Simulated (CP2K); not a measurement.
Runs of CP2K 2026.2 on GeCN2. The structure is trigonal, space group R-3m (No. 166). Conventional cell: a = 3.588 Å, b = 3.588 Å, c = 14.766 Å, α = 90.00°, β = 90.00°, γ = 120.00°. Ge (site symmetry -3m) is surrounded by 6 N at 2.40 Å. Around N (site symmetry 3m) lie 1 C at 1.24 Å. C (site symmetry -3m) has 2 N at 1.24 Å as nearest neighbours. The cell comes from a database or a generator and needn't be the stable form of this composition.

| level | potentials or basis | smearing | EPS_DEFAULT | NGRIDS | points a segment of the path (NPOINTS) | bands added on the path | CUTOFF of the grids | gap on the mesh (eV) | pressure (GPa) | largest force (eV/Å) |
| --- | --- | --- | --- | --- | --- | --- | --- | --- | --- | --- |
| r2SCAN | POTENTIAL_UZH Ge GTH-SCAN-q4, N GTH-SCAN-q5, C GTH-SCAN-q4; TZVP-MOLOPT-SCAN-GTH basis | fermi-dirac 0.01 eV | 1.0E-10 | 5 | 10 | 2 | 675 Ry | 1.27 | -4.0 | 0.26 |
| PBEsol | POTENTIAL_UZH Ge GTH-PBE-q4, N GTH-PBE-q5, C GTH-PBE-q4; TZVP-MOLOPT-PBE-GTH basis | fermi-dirac 0.01 eV | 1.0E-9 | 4 | 6 | 2 | 450 Ry | 0.99 | (a) | 0.52 |
| LDA | GTH_POTENTIALS Ge GTH-PADE-q4, N GTH-PADE-q5, C GTH-PADE-q4; TZVP-MOLOPT-PBE-GTH basis | fermi-dirac 0.05 eV | 1.0E-9 | 4 | 10 | 4 | 450 Ry | 0.99 | -6.1 | (b) |
| TB-mBJ | POTENTIAL_UZH Ge GTH-PBE-q4, N GTH-PBE-q5, C GTH-PBE-q4; TZVP-MOLOPT-PBE-GTH basis | fermi-dirac 0.1 eV | 1.0E-9 | 4 | 6 | 4 | 675 Ry | 1.09 | - | - |

Alike in all rows: task band structure; no spin polarisation; cell as given; k mesh 9 × 9 × 9.

**Question.** Estimate the missing entries.

**Answer.** (a) -0.7; (b) 0.10.

Caveats: the basis of atomic orbitals isn't converged, which shifts pressures, moduli and gaps; the potentials were made for another functional, which shifts forces and pressure (some runs); this is a model potential without an energy functional, so only levels have meaning (some runs).

A k mesh can miss the band edges, and the runs leave out spin-orbit coupling on Ge.

Runs at the PBE level aren't shown here.
